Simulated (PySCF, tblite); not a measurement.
# C₄H₈O₄S: a rotation path, then NMR shifts on frames, part 2 of 2

tblite 0.8.0 and PySCF 2.14.0. Atoms count from 0. Earlier steps stand in the parts before.

## 5. Shielding tensors: image 4, PBE0/pcSseg-1

The job: settings as JSON, then the geometry in Å.

```
{"job": {"kind": "nmr", "xc": "PBE0", "basis": "pcSseg-1", "pop": false}, "charge": 0, "multiplicity": 1}
C      3.057900     0.129700    -0.033200
O      1.861500    -0.641700    -0.095600
C      0.775900    -0.093100     0.465500
O      0.757400     1.006500     0.937700
C     -0.393800    -1.036900     0.387200
S     -1.991100    -0.143000     0.535500
C     -2.082600     0.764900    -1.030500
O     -3.014000    -1.152000     0.530300
O     -1.964200     0.761700     1.639100
H      2.843500     1.179900    -0.239300
H      3.730100    -0.284300    -0.779700
H      3.496800     0.048000     0.962500
H     -0.367500    -1.744900     1.213200
H     -0.398900    -1.585900    -0.550800
H     -1.124600     1.233600    -1.210900
H     -2.337600     0.052800    -1.804700
H     -2.855700     1.516900    -0.936100
```

Level: GIAO PBE0/pcSseg-1 NMR shielding, non-relativistic, gas phase.

Log:

```text
coarse grid: 15272 points
cycle   1  E = -855.0875229073  dE =  2.149e+00  |g| = 1.427e+00  |ddm| = 3.861e+00
cycle   2  E = -853.9185956103  dE =  1.169e+00  |g| = 2.887e+00  |ddm| = 3.694e+00
cycle   3  E = -855.4401620481  dE = -1.522e+00  |g| = 3.267e-01  |ddm| = 2.823e+00
cycle   4  E = -855.4572699000  dE = -1.711e-02  |g| = 1.712e-01  |ddm| = 3.405e-01
cycle   5  E = -855.4617702487  dE = -4.500e-03  |g| = 5.888e-02  |ddm| = 1.264e-01
cycle   6  E = -855.4624620716  dE = -6.918e-04  |g| = 1.257e-02  |ddm| = 4.933e-02
cycle   7  E = -855.4624884666  dE = -2.639e-05  |g| = 3.979e-03  |ddm| = 1.074e-02
cycle   8  E = -855.4624912486  dE = -2.782e-06  |g| = 8.631e-04  |ddm| = 3.095e-03
final grid: 144392 points
cycle   9  E = -855.5598330204  dE = -1.436e-05  |g| = 1.686e-02  |ddm| = 2.630e-02
cycle  10  E = -855.5597482044  dE =  8.482e-05  |g| = 2.711e-02  |ddm| = 3.014e-02
cycle  11  E = -855.5598838821  dE = -1.357e-04  |g| = 3.507e-03  |ddm| = 2.052e-02
cycle  12  E = -855.5598861062  dE = -2.224e-06  |g| = 5.702e-04  |ddm| = 2.530e-03
cycle  13  E = -855.5598861537  dE = -4.754e-08  |g| = 2.281e-04  |ddm| = 4.753e-04
cycle  14  E = -855.5598861634  dE = -9.696e-09  |g| = 6.326e-05  |ddm| = 1.968e-04
cycle  15  E = -855.5598861640  dE = -6.312e-10  |g| = 1.917e-05  |ddm| = 5.662e-05
converged SCF energy = -855.5598861640

GIAO shielding tensors (ppm)
atom      isotropic    diamagn.    paramagn.     s11        s22        s33       span
  0 C      133.261     244.043    -110.782    100.333    119.803    179.648     79.314
  1 O      138.527     402.309    -263.781    -50.369    223.463    242.488    292.858
  2 C       15.265     256.032    -240.767    -87.496     60.348     72.942    160.438
  3 O     -120.311     405.312    -525.623   -429.621   -260.566    329.255    758.876
  4 C      125.468     259.186    -133.718     98.427    108.814    169.162     70.735
  5 S      215.245    1050.090    -834.845     51.572    188.338    405.826    354.254
  6 C      140.359     257.428    -117.069    108.795    122.528    189.754     80.959
  7 O      101.944     395.544    -293.600     56.671     72.335    176.828    120.157
  8 O      108.949     400.639    -291.690     59.568     98.609    168.670    109.102
  9 H       27.061      29.539      -2.478     23.372     25.926     31.884      8.512
 10 H       27.974      27.995      -0.021     24.078     26.357     33.487      9.410
 11 H       28.091      27.884       0.208     23.826     25.820     34.628     10.803
 12 H       28.157      31.255      -3.098     25.050     28.263     31.158      6.108
 13 H       28.143      34.017      -5.873     24.879     28.869     30.681      5.802
 14 H       29.129      34.259      -5.130     25.721     29.589     32.079      6.358
 15 H       29.366      30.750      -1.385     26.559     27.381     34.157      7.599
 16 H       28.902      27.916       0.986     26.117     26.889     33.699      7.582
```

It took 27 s on 1 thread of AMD EPYC 7B13, shared host; peak memory 0.91 GiB.

This run: δ C2 171.7, C4 61.5, C0 53.7, C6 46.6, H9 4.66, H10 3.74 ppm.

## 6. Nuclear shieldings: image 6, PBE0/pcSseg-1

The job: settings as JSON, then the geometry in Å.

```
{"job": {"kind": "nmr", "xc": "PBE0", "basis": "pcSseg-1", "pop": false}, "charge": 0, "multiplicity": 1}
C      2.763800     0.380200    -0.232100
O      1.514800    -0.298400    -0.328400
C      0.797800    -0.360300     0.808400
O      1.135300     0.159700     1.832200
C     -0.457700    -1.150400     0.605700
S     -1.909600    -0.022700     0.486800
C     -1.791000     0.648400    -1.192000
O     -3.075800    -0.855200     0.561700
O     -1.778400     1.047300     1.424500
H      2.615200     1.399300     0.127900
H      3.190800     0.378800    -1.231300
H      3.421900    -0.144100     0.463600
H     -0.663700    -1.774600     1.470400
H     -0.437400    -1.731500    -0.310100
H     -0.781600     1.003500    -1.350200
H     -2.055300    -0.136200    -1.888100
H     -2.496000     1.468300    -1.258800
```

Method: GIAO PBE0/pcSseg-1 NMR shielding, non-relativistic, gas phase.

Log:

```text
coarse grid: 15272 points
cycle   1  E = -855.0912653855  dE =  2.139e+00  |g| = 1.426e+00  |ddm| = 3.852e+00
cycle   2  E = -853.9080311771  dE =  1.183e+00  |g| = 2.904e+00  |ddm| = 3.489e+00
cycle   3  E = -855.4425004444  dE = -1.534e+00  |g| = 3.369e-01  |ddm| = 2.650e+00
cycle   4  E = -855.4606282843  dE = -1.813e-02  |g| = 1.728e-01  |ddm| = 3.338e-01
cycle   5  E = -855.4652249737  dE = -4.597e-03  |g| = 5.695e-02  |ddm| = 1.207e-01
cycle   6  E = -855.4658787347  dE = -6.538e-04  |g| = 1.245e-02  |ddm| = 4.675e-02
cycle   7  E = -855.4659045873  dE = -2.585e-05  |g| = 3.968e-03  |ddm| = 1.019e-02
cycle   8  E = -855.4659073303  dE = -2.743e-06  |g| = 9.128e-04  |ddm| = 3.052e-03
final grid: 144392 points
cycle   9  E = -855.5637246779  dE = -1.907e-05  |g| = 1.647e-02  |ddm| = 2.919e-02
cycle  10  E = -855.5636467726  dE =  7.791e-05  |g| = 2.620e-02  |ddm| = 2.831e-02
cycle  11  E = -855.5637734820  dE = -1.267e-04  |g| = 3.415e-03  |ddm| = 1.902e-02
cycle  12  E = -855.5637755968  dE = -2.115e-06  |g| = 5.689e-04  |ddm| = 2.442e-03
cycle  13  E = -855.5637756437  dE = -4.697e-08  |g| = 2.344e-04  |ddm| = 4.654e-04
cycle  14  E = -855.5637756539  dE = -1.019e-08  |g| = 6.078e-05  |ddm| = 1.893e-04
cycle  15  E = -855.5637756545  dE = -5.714e-10  |g| = 2.057e-05  |ddm| = 5.266e-05
converged SCF energy = -855.5637756545

GIAO shielding tensors (ppm)
atom      isotropic    diamagn.    paramagn.     s11        s22        s33       span
  0 C      131.994     243.699    -111.705    101.110    116.420    178.453     77.343
  1 O      133.630     403.471    -269.841    -52.376    212.417    240.849    293.226
  2 C       17.301     254.812    -237.510    -86.306     65.324     72.887    159.193
  3 O     -137.195     402.961    -540.156   -445.980   -273.762    308.158    754.137
  4 C      121.213     257.475    -136.262     96.318    116.020    151.301     54.983
  5 S      213.905    1050.643    -836.738     53.123    187.497    401.095    347.972
  6 C      139.185     257.243    -118.058    107.763    121.589    188.203     80.440
  7 O       97.304     395.467    -298.163     58.641     77.782    155.490     96.848
  8 O      103.644     401.363    -297.719     48.659     92.978    169.294    120.636
  9 H       27.605      29.722      -2.117     23.891     25.848     33.077      9.186
 10 H       27.971      28.563      -0.593     24.259     26.375     33.277      9.018
 11 H       27.877      27.869       0.008     24.067     25.491     34.074     10.006
 12 H       28.132      30.847      -2.716     25.205     27.850     31.340      6.135
 13 H       27.979      33.414      -5.435     25.499     28.933     29.505      4.005
 14 H       28.938      34.493      -5.555     25.210     29.214     32.390      7.181
 15 H       29.257      30.870      -1.614     26.578     27.192     34.000      7.421
 16 H       28.847      28.423       0.423     26.309     26.768     33.462      7.153
```

Wall time 27 s (1 thread of AMD EPYC 7B13, shared host); peak memory 0.88 GiB.

In short: δ C2 169.6, C4 65.7, C0 54.9, C6 47.7, H9 4.11, H11 3.84 ppm.

## 7. Nuclear shieldings: image 8, PBE0/pcSseg-1

The job: settings as JSON, then the geometry in Å.

```
{"job": {"kind": "nmr", "xc": "PBE0", "basis": "pcSseg-1", "pop": false}, "charge": 0, "multiplicity": 1}
C      2.441200     0.696900    -0.141500
O      1.232400    -0.052200    -0.244000
C      0.848000    -0.722900     0.849700
O      1.499100    -0.823400     1.849300
C     -0.522900    -1.295400     0.640600
S     -1.640000     0.158000     0.458300
C     -1.647000     0.479100    -1.325200
O     -2.957600    -0.250200     0.850300
O     -1.051000     1.275700     1.133300
H      2.224700     1.665100     0.312100
H      2.816600     0.824200    -1.154200
H      3.164000     0.162500     0.476400
H     -0.846800    -1.867000     1.504900
H     -0.603600    -1.873900    -0.272900
H     -0.620900     0.556800    -1.657900
H     -2.171400    -0.334900    -1.807500
H     -2.171800     1.413500    -1.481700
```

Level: GIAO PBE0/pcSseg-1 NMR shielding, non-relativistic, gas phase.

Log:

```text
coarse grid: 15272 points
cycle   1  E = -855.0993026943  dE =  2.150e+00  |g| = 1.417e+00  |ddm| = 3.852e+00
cycle   2  E = -853.9817205476  dE =  1.118e+00  |g| = 2.843e+00  |ddm| = 3.429e+00
cycle   3  E = -855.4448780143  dE = -1.463e+00  |g| = 3.280e-01  |ddm| = 2.587e+00
cycle   4  E = -855.4623784480  dE = -1.750e-02  |g| = 1.611e-01  |ddm| = 3.177e-01
cycle   5  E = -855.4663401544  dE = -3.962e-03  |g| = 5.365e-02  |ddm| = 1.129e-01
cycle   6  E = -855.4669174418  dE = -5.773e-04  |g| = 1.185e-02  |ddm| = 4.404e-02
cycle   7  E = -855.4669408911  dE = -2.345e-05  |g| = 3.709e-03  |ddm| = 9.840e-03
cycle   8  E = -855.4669432917  dE = -2.401e-06  |g| = 8.110e-04  |ddm| = 2.832e-03
final grid: 144392 points
cycle   9  E = -855.5642697126  dE = -1.843e-05  |g| = 1.622e-02  |ddm| = 2.676e-02
cycle  10  E = -855.5641958583  dE =  7.385e-05  |g| = 2.565e-02  |ddm| = 2.779e-02
cycle  11  E = -855.5643167167  dE = -1.209e-04  |g| = 3.343e-03  |ddm| = 1.872e-02
cycle  12  E = -855.5643187306  dE = -2.014e-06  |g| = 5.576e-04  |ddm| = 2.372e-03
cycle  13  E = -855.5643187766  dE = -4.597e-08  |g| = 2.197e-04  |ddm| = 4.537e-04
cycle  14  E = -855.5643187855  dE = -8.916e-09  |g| = 5.868e-05  |ddm| = 1.783e-04
cycle  15  E = -855.5643187860  dE = -5.361e-10  |g| = 2.028e-05  |ddm| = 5.281e-05
converged SCF energy = -855.5643187860

GIAO shielding tensors (ppm)
atom      isotropic    diamagn.    paramagn.     s11        s22        s33       span
  0 C      133.601     243.860    -110.259     98.338    120.744    181.722     83.384
  1 O      147.652     405.842    -258.190    -31.458    232.397    242.016    273.473
  2 C       17.994     252.509    -234.516    -86.969     66.050     74.899    161.868
  3 O     -126.014     400.997    -527.011   -418.024   -253.767    293.748    711.772
  4 C      119.751     258.970    -139.219     87.811    119.127    152.315     64.505
  5 S      206.078    1051.402    -845.325     48.718    187.953    381.562    332.844
  6 C      137.784     257.543    -119.759    108.141    117.032    188.179     80.038
  7 O       96.903     395.035    -298.131     47.925     88.125    154.659    106.734
  8 O      113.272     403.838    -290.566     68.615     95.451    175.751    107.135
  9 H       28.017      29.738      -1.721     23.186     26.662     34.202     11.016
 10 H       28.074      28.885      -0.810     24.016     26.377     33.830      9.814
 11 H       26.853      28.629      -1.775     23.007     25.440     32.114      9.107
 12 H       28.075      31.051      -2.976     24.612     28.293     31.320      6.708
 13 H       27.897      32.718      -4.821     26.367     27.254     30.071      3.704
 14 H       28.142      34.056      -5.914     23.796     29.215     31.416      7.619
 15 H       29.303      30.402      -1.099     26.430     27.427     34.053      7.623
 16 H       28.892      29.019      -0.127     26.385     26.841     33.449      7.063
```

It took 27 s on 1 thread of AMD EPYC 7B13, shared host; peak memory 0.91 GiB.

Key values: δ C2 168.9, C4 67.2, C0 53.3, C6 49.1, H11 4.86, H13 3.82 ppm.

## 8. Comparing the runs: NMR shifts

Shifts (ppm) of some atoms, chosen among heavy atoms and hydrogens apart, with basis size and wall time:

```csv
frame,C4,H9,H14,O3,O8,O1,S5,functions,time
image 0,67.1,4.42,4.18,431.2,224.8,205.4,304,200,28 s
image 2,64.0,5.08,4.59,424.2,218.4,201.6,302,200,27 s
image 4,61.5,4.66,2.59,456.4,227.1,197.6,288,200,27 s
image 6,65.7,4.11,2.78,473.3,232.4,202.4,290,200,27 s
image 8,67.2,3.70,3.57,462.1,222.8,188.4,298,200,27 s
```

## 9. What came out

What follows sums up all 2 parts.

```
                                       quantity                                               value
                                        barrier                  0.296 eV (6.8 kcal/mol) at image 4
                          end to end (GFN2-xTB)                                            0.090 eV
¹³C shifts against TMS (PBE0/pcSseg-1, image 0)                         173.4, 67.1, 55.0, 45.4 ppm
 ¹H shifts against TMS (PBE0/pcSseg-1, image 0)  4.42, 4.18, 3.86, 3.84, 3.82, 3.54, 2.68, 2.29 ppm
¹⁷O shifts against H2O (PBE0/pcSseg-1, image 0)                      431.2, 237.9, 224.8, 205.4 ppm
³³S shifts against CS2 (PBE0/pcSseg-1, image 0)                                             304 ppm
                       range of the shift of O3                                  424.2 to 473.3 ppm
```

In words: Along the band the dihedral turns by 193°, and the top (dihedral 202°) lies 6.8 kcal/mol above the start (GFN2-xTB, rough), so at room temperature this motion is fast. The top was not checked by a frequency run. Shifts at one fixed geometry are not the observed spectrum, which averages over the motion. In the first frame run (image 0): The widest tensor belongs to O3: span 689 ppm, with a paramagnetic part of -501 ppm. In ppm, O3 moves most: its shift spreads over 49.0 ppm, from 424.2 (image 2) to 473.3 (image 6).
